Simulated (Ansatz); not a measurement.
# P (Cmce): an equation of state far from equilibrium

An exercise on one series of results from a longer session: the logs are not shown, and one member is left open.

Program: Ansatz 0.2.0. Level of theory: DFT r²SCAN, scalar-relativistic, plane waves, PAW. These are calculated values, not measurements.

The runs add the D3(BJ) dispersion term to the functional named.

**The structure to begin with**

The structure is orthorhombic, space group Cmce (No. 64). The conventional cell has a = 3.296 Å, b = 10.627 Å, c = 4.444 Å, α = 90.00°, β = 90.00°, γ = 90.00°. Around P (site symmetry m) lie 3 P at 2.21 to 2.25 Å.

Coordinates:

```cif
data_structure
_symmetry_space_group_name_H-M 'P 1'
_symmetry_Int_Tables_number 1
_cell_length_a 5.5633
_cell_length_b 5.5633
_cell_length_c 4.4440
_cell_angle_alpha 90.000
_cell_angle_beta 90.000
_cell_angle_gamma 145.534
_cell_volume 77.84
loop_
_atom_site_label
_atom_site_type_symbol
_atom_site_fract_x
_atom_site_fract_y
_atom_site_fract_z
_atom_site_occupancy
P1 P 0.90047 0.09953 0.08466 1
P2 P 0.59953 0.40047 0.58466 1
P3 P 0.09953 0.90047 0.91534 1
P4 P 0.40047 0.59953 0.41534 1
```

An earlier run at r²SCAN left this cell at 19.459 Å³/atom and -0.04 GPa (12×12×10 mesh).

The first run:

The input, input.yaml:

```yaml
crystal:
  lattice:
    - [1.6258789564, -5.2417401763, 0.0]
    - [1.6258789564, 5.2417401763, 0.0]
    - [0.0, 0.0, 4.3838946084]
  atoms:
    - { symbol: P, position: [0.9004730315, 0.0995269685, 0.0846551505] }
    - { symbol: P, position: [0.5995269685, 0.4004730315, 0.5846551505] }
    - { symbol: P, position: [0.0995269685, 0.9004730315, 0.9153448495] }
    - { symbol: P, position: [0.4004730315, 0.5995269685, 0.4153448495] }
basis:
  ecutwfc: 500
  ecutrho_ratio: 4
kpoints:
  mp_grid: { grid: [12, 12, 10] }
hamiltonian:
  xc: r2scan
  dispersion: d3bj
scf:
  occupations: { method: gaussian, width: 0.05 }
output:
  forces: true
  stress: true
  eigenvalues: true
relax:
  f_tol: 0.01
  max_steps: 40
  cell: { stress_tol: 0.1, fix: [volume] }
```

Run with:

```sh
$ ansatz run input.yaml --threads 2 --pin off --max-ram 5120MiB --backend cpu --events-out ev --progress --plain --runs-dir out
```

Among the steps run: Volume × 0.96; Volume × 1.04; Volume × 0.92; Volume × 0.88; Volume × 0.84; Volume × 0.8; Volume × 0.76; Volume × 0.72; Volume × 0.68; Volume × 0.64.

One of the session's tables, all rows but one given; the rest of the session is left out.

It belongs to the step «The curve». 

```
volume (Å³/atom)  energy above the lowest (meV/atom)  pressure (GPa)  gap on the mesh (eV)
          12.454                               440.4            28.1                  0.00
          13.232                               316.9            23.1                  0.00
          14.011                               219.7            17.1                  0.00
          14.789                               147.9            12.5                  0.00
          15.567                                96.0             9.2                  0.00
          16.346                                56.7             6.9                  0.00
          17.124                                28.9             4.6                  0.00
          17.902                                11.5             2.7                  0.00
          18.681                                   ?               ?                     ?
          19.459                                 0.0             0.0                  0.04
          20.237                                 2.4            -0.9                  0.14
```

**Question.** Estimate the row for volume (Å³/atom) = 18.681.

Worked estimate for «energy above the lowest (meV/atom)». A straight line through the neighbours (17.902, 11.5) and (19.459, 0.0) gives 11.5 + (0.0 − 11.5) × (18.681 − 17.902) / (19.459 − 17.902) = 5.7; a parabola fitted to 4 rows on both sides gives 2.4.

As computed: energy above the lowest (meV/atom): 2.6; pressure (GPa): 1.1; gap on the mesh (eV): 0.01. In «energy above the lowest (meV/atom)» the line misses by +3.1 and the parabola by -0.2.

Caveats from the session: The k mesh is not the same at all volumes. Other structures may be lower in enthalpy at these pressures. Warnings in the runs' records: dispersion damping borrowed.
